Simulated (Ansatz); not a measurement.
The system is HPbNO4.

```
CELL_PARAMETERS angstrom
4.27531 -0.00040 0.00636
-2.08399 5.20775 -0.04907
-2.12377 -1.86574 4.91491
ATOMIC_POSITIONS crystal
H 0.99073 0.03330 0.90994
Pb 0.50274 0.81989 0.14287
N 0.00838 0.47408 0.50265
O 0.99816 0.92741 0.02877
O 0.19467 0.73435 0.60852
O 0.81673 0.35882 0.24556
O 0.01381 0.33121 0.65217
```

The cell was built by a generator and needn't be a form met in nature.

Base run:

* Program: Ansatz 0.2.0
* Functional: PBE
* Potentials or basis: all-electron LAPW, scalar-relativistic
* Cutoff: 740 eV
* Density cutoff: 2958 eV
* Basis error allowed: 0.002 eV/atom
* k mesh: 8 × 6 × 6
* Occupations: fermi-dirac, width 0.05 eV
* Spin: no spin polarisation

Its results: band gap on the k mesh 2.82 eV, indirect (least direct gap 3.17 eV); pressure -0.1 GPa; largest force 0.050 eV/Å.

Question: After a change of settings the same cell gave: band gap on the k mesh 2.97 eV, indirect (least direct gap 3.17 eV); pressure -0.1 GPa; largest force 0.050 eV/Å. Which change was it?
A. functional from PBE to PBEsol; k mesh from 8 × 6 × 6 to 6 × 4 × 4
B. functional from PBE to revPBE; k mesh from 8 × 6 × 6 to 6 × 4 × 4
C. k mesh from 8 × 6 × 6 to 5 × 4 × 4
D. functional from PBE to RPBE; k mesh from 8 × 6 × 6 to 6 × 4 × 4

Answer: C.

Caveats: spin-orbit coupling is left out, which as a rule narrows the gap of such compounds by several tenths of an eV.

Not every run made on this cell is shown here.
